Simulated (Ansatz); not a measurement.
# Cl3H3Si2: the cost of one run

Method: RKS LDA/STO-3G, in Ansatz 0.2.0.

### Step 1. The starting structure

Bond lengths: Si1–Si2 2.220 Å, Si2–H3 1.460 Å, Si2–H4 1.460 Å, Si2–H5 1.460 Å, Si1–Cl6 2.130 Å, Si1–Cl7 2.128 Å, Si1–Cl8 2.128 Å. Angles: Si1–Si2–H3 109.5°, Si1–Si2–H4 109.5°, Si1–Si2–H5 109.5°, H3–Si2–H4 109.4°, H3–Si2–H5 109.4°, H4–Si2–H5 109.4°, Si2–Si1–Cl6 109.4°, Si2–Si1–Cl7 109.5°, Si2–Si1–Cl8 109.5°, Cl6–Si1–Cl7 109.5°, Cl6–Si1–Cl8 109.5°, Cl7–Si1–Cl8 109.5°.

Structure file:

```xyz
8

Si    0.0000    0.0000    0.0000
Si    0.0000    0.0000    2.2200
H    -1.3148   -0.4067    2.7074
H     1.0096   -0.9353    2.7074
H     0.3052    1.3420    2.7074
Cl    2.0086    0.0000   -0.7093
Cl   -1.0032    1.7381   -0.7093
Cl   -1.0032   -1.7381   -0.7093
```

### Step 2. Preparing the start

input.yaml reads:

```yaml
crystal:
  periodic: [false, false, false]
  atoms:
    - { symbol: Si, position_ang: [0.0, 0.0, 0.0] }
    - { symbol: Si, position_ang: [0.0, 0.0, 2.22] }
    - { symbol: H, position_ang: [-1.3148, -0.4067, 2.7074] }
    - { symbol: H, position_ang: [1.0096, -0.9353, 2.7074] }
    - { symbol: H, position_ang: [0.3052, 1.342, 2.7074] }
    - { symbol: Cl, position_ang: [2.0086, 0.0, -0.7093] }
    - { symbol: Cl, position_ang: [-1.0032, 1.7381, -0.7093] }
    - { symbol: Cl, position_ang: [-1.0032, -1.7381, -0.7093] }
basis:
  gaussian: { orbitals: STO-3G }
hamiltonian:
  xc: lda
relax:
  f_tol: 0.02
  max_steps: 40
output:
  orbitals: {}
```

Run with:

```sh
$ ansatz run input.yaml --threads 1 --pin off --max-ram 2048MiB --backend cpu --events-out ev --progress --plain --runs-dir out
```

What time and memory should one allow on 1 thread of Arm Neoverse V2, shared host?

About 18 s, with a peak of 0.11 GiB.
